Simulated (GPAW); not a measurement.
Input of a GPAW 26.7.0 run:

File run.py:

```python
from ase import Atoms
from ase.dft.bandgap import bandgap
from ase.io import write
from ase.units import GPa
from gpaw import GPAW, PW

atoms = Atoms(['Ge', 'Ge', 'Co', 'Co', 'Co'],
              cell=[[3.9024008337, 0.0, 0.0],
                    [-1.9512004168, 3.3795782577, 0.0],
                    [0.0, 0.0, 4.84032033]],
              scaled_positions=[[0.3333333333, 0.6666666667, 0.5],
                                [0.0, 0.0, 0.0],
                                [0.0, 0.0, 0.5],
                                [0.6666666667, 0.3333333333, 0.75773021],
                                [0.6666666667, 0.3333333333, 0.24226979]],
              pbc=True)
atoms.set_initial_magnetic_moments([0.0, 0.0, 2.0, 2.0, 2.0])

calc = GPAW(mode=PW(600),
            xc='LDA',
            kpts={'size': (5, 5, 4), 'gamma': True},
            occupations={'name': 'fermi-dirac', 'width': 0.05},
            nbands=36,
            convergence={'density': 1e-05, 'energy': 1e-05},
            maxiter=150,
            txt='gpaw.txt')
atoms.calc = calc
energy = atoms.get_potential_energy()
forces = atoms.get_forces()
stress = atoms.get_stress()
calc.write('gs.gpw')
write('result.traj', atoms)
print(f'Energy: {energy:.6f} eV')
print('Forces (eV/A):')
print(forces.round(4))
print('Stress (GPa):', (stress / GPa).round(3))
print('Moments:', calc.get_magnetic_moments().round(3))
print('Fermi level:', round(calc.get_fermi_level(), 4), 'eV')
print(f'Gap: {bandgap(calc)[0]:.4f} eV, direct: {bandgap(calc, direct=True)[0]:.4f} eV')

path = atoms.cell.bandpath('GMKGALHA,LM,KH', npoints=100, eps=1e-4)
bs_calc = calc.fixed_density(kpts=path, symmetry='off', nbands=53,
                             convergence={'bands': 'CBM+6.0', 'eigenstates': 1e-6}, txt='bands.txt')
bs = bs_calc.band_structure()
bs.write('bs.json')
print(f'Gap on the path: {bandgap(bs_calc)[0]:.4f} eV')
```

Potentials or basis: the program's PAW data sets (release 1.2.1) made for this functional, pw.

The run is started by

```sh
$ OMP_NUM_THREADS=1 python run.py
```

Problem. Predict the largest force.

Solution. 0.034 eV/Å.

Problem. What does it give for the site moments?

Solution. Ge -0.02; Co +0.34, +0.65 μB.

Problem. What does it give for the net moment?

Solution. 1.57 μB per cell.

Problem. Estimate the band gap along the path.

Solution. None (metal or under the smearing width).

Levels at the corners of the path, in eV from the Fermi level:
Spin up:
```csv
point,band 15,band 16,band 17,band 18,band 19,band 20,band 21,band 22,band 23,band 24
Γ,-0.57,-0.31,-0.31,0.92,2.53,2.53,3.39,4.07,4.07,4.56
M,-0.99,-0.89,-0.78,-0.72,-0.53,0.02,1.21,2.90,4.57,5.00
K,-0.92,-0.86,-0.80,-0.61,-0.17,0.07,1.88,1.92,2.11,5.62
Γ,-0.57,-0.31,-0.31,0.92,2.53,2.53,3.39,4.07,4.07,4.56
A,-0.71,-0.61,-0.61,1.10,2.71,3.66,3.66,4.18,4.18,5.70
L,-1.10,-0.99,-0.68,-0.50,-0.33,1.05,2.15,2.78,3.82,7.14
H,-1.14,-0.74,-0.72,-0.48,-0.40,-0.32,0.65,5.71,6.74,7.91
A,-0.71,-0.61,-0.61,1.10,2.71,3.66,3.66,4.18,4.18,5.70
L,-1.10,-0.99,-0.68,-0.50,-0.33,1.05,2.15,2.78,3.82,7.14
M,-0.99,-0.89,-0.78,-0.72,-0.53,0.02,1.21,2.90,4.57,5.00
K,-0.92,-0.86,-0.80,-0.61,-0.17,0.07,1.88,1.92,2.11,5.62
H,-1.14,-0.74,-0.72,-0.48,-0.40,-0.32,0.65,5.71,6.74,7.91
```
Spin down:
```tsv
point	band 13	band 14	band 15	band 16	band 17	band 18	band 19	band 20	band 21	band 22
Γ	-0.32	-0.27	-0.27	0.37	0.37	1.49	2.70	2.70	3.43	4.30
M	-0.85	-0.74	-0.49	-0.43	-0.31	-0.03	0.22	0.53	1.55	3.20
K	-1.08	-0.87	-0.82	-0.42	-0.07	0.11	0.38	0.48	2.20	2.21
Γ	-0.32	-0.27	-0.27	0.37	0.37	1.49	2.70	2.70	3.43	4.30
A	-0.83	-0.17	-0.17	-0.10	-0.10	1.15	2.81	3.83	3.83	4.39
L	-1.17	-1.06	-0.58	-0.51	-0.17	0.04	0.14	1.49	2.45	2.99
H	-1.12	-1.03	-0.70	-0.25	-0.22	-0.06	0.21	0.27	1.17	5.82
A	-0.83	-0.17	-0.17	-0.10	-0.10	1.15	2.81	3.83	3.83	4.39
L	-1.17	-1.06	-0.58	-0.51	-0.17	0.04	0.14	1.49	2.45	2.99
M	-0.85	-0.74	-0.49	-0.43	-0.31	-0.03	0.22	0.53	1.55	3.20
K	-1.08	-0.87	-0.82	-0.42	-0.07	0.11	0.38	0.48	2.20	2.21
H	-1.12	-1.03	-0.70	-0.25	-0.22	-0.06	0.21	0.27	1.17	5.82
```

Caveat: the k mesh is coarse (spacing up to 0.37 Å⁻¹), so the values aren't converged.
